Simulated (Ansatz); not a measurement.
**One shape, several levels: InHF (SMILES [F][InH])**

Aim: a comparison of 6 runs (UHF/STO-3G, U-r2SCAN0/STO-3G, U-wB97X/STO-3G, UBLYP/STO-3G, UCCSD/STO-3G, UCCSD(T)/STO-3G) of InHF. 

The results are computed with Ansatz 0.2.0.

65 further runs of the same task are left out: 9 that didn't finish, 56 set aside as unsound or not needed.

## Step 1: The molecule

InHF: 3 atoms, total charge 0, spin state doublet. As SMILES, `[F][InH]`. The In2–F1 distance was set to 4.924 Å, away from the relaxed value. At this shape a bond of the SMILES string is far longer than usual.

Bond lengths: In2–H3 1.779 Å.

## Step 2: The energy at UHF/STO-3G (run 1)

File run.yaml:

```yaml
crystal:
  periodic: [false, false, false]
  atoms:
    - symbol: F
      position_ang: [3.504726, 1.941090, 2.102936]
    - symbol: In
      position_ang: [-0.522500, 0.355100, -0.244800]
    - symbol: H
      position_ang: [-0.576900, -1.409400, -0.462800]
basis:
  gaussian: {orbitals: STO-3G}
hamiltonian: {xc: hf}
magnetization: {spin_polarized: true, initial_magnetization: 1}
accuracy: high
```

Launch:

```bash
$ ansatz run run.yaml --threads 1 --pin off --max-ram 2610MiB --events-out events.jsonl --progress --plain --runs-dir runs
```

What it wrote:

```text
Warning: RAYON_NUM_THREADS=1 ignored (pool sized by the plan → 1); use --threads N
Functional definition: HF
  name "HF"
  exchange = exact_x
  correlation = 0
543 factors; integrals over basis functions are off by at most 3.7e-8 eV
mean field evaluation 1: about -157307.8026 eV, gradient 4.9e0 eV
mean field evaluation 2: about -157307.8143 eV, gradient 4.9e0 eV
mean field evaluation 4: about -157308.1010 eV, gradient 3.8e0 eV
mean field evaluation 8: about -157086.0254 eV, gradient 1.1e1 eV
mean field evaluation 16: about -157318.9138 eV, gradient 1.9e-2 eV
mean field evaluation 32: about -157318.9156 eV, gradient 2.0e-3 eV
mean field evaluation 64: about -157318.9150 eV, gradient 4.0e-2 eV
mean field evaluation 96: about -157318.9155 eV, gradient 7.0e-3 eV
mean field evaluation 128: about -157311.7486 eV, gradient 5.7e0 eV
mean field evaluation 160: about -157318.9132 eV, gradient 5.4e-2 eV
mean field evaluation 192: about -157318.9129 eV, gradient 1.4e-3 eV
mean field evaluation 224: about -157318.9129 eV, gradient 1.5e-2 eV
mean field evaluation 256: about -157318.9087 eV, gradient 5.1e-3 eV
mean field evaluation 288: about -157312.0960 eV, gradient 1.1e0 eV
mean field evaluation 320: about -157318.9128 eV, gradient 1.6e-2 eV
mean field evaluation 352: about -157318.9151 eV, gradient 1.0e-2 eV
mean field -157318.91560183 eV, -5781.3635137765 hartree, gradient 6.8e-9 eV, S^2 0.842685; 7 other end points of the search recorded, 0 dependent functions left out
reference -157318.91560183 eV, -5781.3635137765 hartree; 30, 29 occupied and 3, 4 virtual orbitals, 543 factors
Total energy: -157318.91560183 eV, -5781.3635137765 hartree
```

Run time: 6 s. Hardware: 1 thread of Arm Neoverse V2, shared host; peak memory 0.13 GiB.

## Step 3: A single-point energy at U-r2SCAN0/STO-3G (run 2)

File run.yaml:

```yaml
crystal:
  periodic: [false, false, false]
  atoms:
    - {symbol: F, position_ang: [3.504726, 1.941090, 2.102936]}
    - {symbol: In, position_ang: [-0.522500, 0.355100, -0.244800]}
    - {symbol: H, position_ang: [-0.576900, -1.409400, -0.462800]}
basis:
  gaussian:
    orbitals: STO-3G
magnetization:
  spin_polarized: true
  initial_magnetization: 1
hamiltonian:
  xc: {name: r2SCAN0}
accuracy: high
```

Launch:

```bash
$ ansatz run run.yaml --threads 1 --pin off --max-ram 2610MiB --events-out events.jsonl --progress --plain --runs-dir runs
```

What it wrote:

```text
Warning: RAYON_NUM_THREADS=1 ignored (pool sized by the plan → 1); use --threads N
Functional definition: r2SCAN0
  name "r2SCAN0"
  parameter a = 0.25
  parameter k0 = 0.174
  parameter k1 = 0.065
  parameter a1 = 4.9479
  exchange = (1 - a)*r2scan_x(k0 = k0, k1 = k1, a1 = a1) + a*exact_x
  correlation = r2scan_c
543 factors; integrals over basis functions are off by at most 3.7e-8 eV
mean field evaluation 1: about -157377.0139 eV, gradient 6.7e0 eV
mean field evaluation 2: about -157023.8246 eV, gradient 6.4e0 eV
mean field evaluation 4: about -157372.7394 eV, gradient 1.6e1 eV
mean field evaluation 8: about -157387.7984 eV, gradient 2.2e0 eV
mean field evaluation 16: about -157388.0544 eV, gradient 1.3e-2 eV
mean field evaluation 32: about -157388.0586 eV, gradient 2.6e-5 eV
mean field -157388.05856032 eV, -5783.9044706342 hartree, gradient 1.9e-8 eV, S^2 0.750000; 4 other end points of the search recorded, 0 dependent functions left out
reference -157388.05856090 eV, -5783.9044706554 hartree; 30, 29 occupied and 3, 4 virtual orbitals, 543 factors
Total energy: -157388.05856090 eV, -5783.9044706554 hartree
```

Run time: 55 s. Hardware: 1 thread of Arm Neoverse V2, shared host; peak memory 0.25 GiB.

Run 3 isn't shown in full; the table further down has it.

## Step 4: A single-point energy at UBLYP/STO-3G (run 4)

File job.yaml:

```yaml
crystal:
  periodic: [false, false, false]
  atoms:
    - {symbol: F, position_ang: [3.504726, 1.941090, 2.102936]}
    - {symbol: In, position_ang: [-0.522500, 0.355100, -0.244800]}
    - {symbol: H, position_ang: [-0.576900, -1.409400, -0.462800]}
basis:
  gaussian:
    orbitals: STO-3G
magnetization:
  spin_polarized: true
  initial_magnetization: 1
hamiltonian:
  xc: {name: BLYP}
accuracy: high
```

Launch:

```bash
$ ansatz run job.yaml --threads 1 --pin off --max-ram 2610MiB --events-out events.jsonl --progress --plain --runs-dir runs
```

What it wrote, cut to the lines that bear on the results:

```text
Warning: RAYON_NUM_THREADS=1 ignored (pool sized by the plan → 1); use --threads N
Functional definition: BLYP
  name "BLYP"
[...]
543 factors; integrals over basis functions are off by at most 3.7e-8 eV
[...]
mean field -157375.66152343 eV, -5783.4488879314 hartree, gradient 2.0e-8 eV, S^2 0.750008; 9 other end points of the search recorded, 0 dependent functions left out
reference -157375.66156061 eV, -5783.4488892976 hartree; 30, 29 occupied and 3, 4 virtual orbitals, 543 factors
Total energy: -157375.66156061 eV, -5783.4488892976 hartree
```

It took 31 s on 1 thread of Arm Neoverse V2, shared host; peak memory 0.12 GiB.

Run 5 isn't shown in full; the table further down has it.

## Step 5: A single-point energy at UCCSD(T)/STO-3G (run 6)

Changes to run.yaml since step 3:

```diff
@@ -9,2 +9,3 @@
     orbitals: STO-3G
+total_charge: 0
 magnetization:
@@ -12,4 +13,7 @@
   initial_magnetization: 1
-hamiltonian:
-  xc: {name: r2SCAN0}
+correlation:
+  method: ccsd_t
+  frozen_orbitals: {F: 1, H: 0, In: 18}
 accuracy: high
+scf:
+  omitted_lower_state_checks: [cluster_reference, increment]
```

Launch:

```bash
$ ansatz run run.yaml --threads 1 --pin off --max-ram 2610MiB --events-out events.jsonl --progress --plain --runs-dir runs
```

What it wrote:

```text
Warning: RAYON_NUM_THREADS=1 ignored (pool sized by the plan → 1); use --threads N
[... 22 lines left out ...]
19 core orbitals not correlated: weight in the atoms' cores, before any rotation towards them, 1.000 or more for the frozen orbitals, at most 0.000 for the correlated occupied ones
[... 187 lines left out ...]
Total energy: -157320.08757885 eV, -5781.4065831376 hartree
Checks for a lower state left out: cluster_reference, increment
```

Run time: 9.9 s. Hardware: 1 thread of Arm Neoverse V2, shared host; peak memory 0.14 GiB.

## Step 6: Overview of the runs

| run | level | frozen core orbitals | energy (Eh) | ⟨S²⟩ | wall time |
| --- | --- | --- | --- | --- | --- |
| 1 | UHF/STO-3G | – | -5781.363514 | 0.843 | 6 s |
| 2 | U-r2SCAN0/STO-3G | – | -5783.904471 | 0.750 | 55 s |
| 3 | U-wB97X/STO-3G | – | -5783.780301 | 0.750 | 64 s |
| 4 | UBLYP/STO-3G | – | -5783.448889 | 0.750 | 31 s |
| 5 | UCCSD/STO-3G | 19 | -5781.406507 | 0.843 | 9.9 s |
| 6 | UCCSD(T)/STO-3G | 19 | -5781.406583 | 0.843 | 9.9 s |

## Step 7: Outcome

```
                                           quantity           value
                                run 6: total energy  -5781.40658 Eh
run 6: correlation energy (19 core orbitals frozen)       -43.1 mEh
                              run 6: (T) correction       -0.08 mEh
           run 6: ⟨S²⟩ of the reference determinant           0.843
                               run 6: T1 diagnostic           0.030
```

In words: Below the UHF energy at the same shape and in the same basis (STO-3G): UCCSD -43.0 mEh; UCCSD(T) -43.1 mEh. Totals of different functionals can't be ranked against each other. In runs 1, 2, 3, 4, 5, 6 the basis is minimal, so the values are rough. In runs 1, 2, 3, 4, 5, 6 relativity is left out where basis or elements ask for it. All runs together took 2.9 min, the longest 64 s.
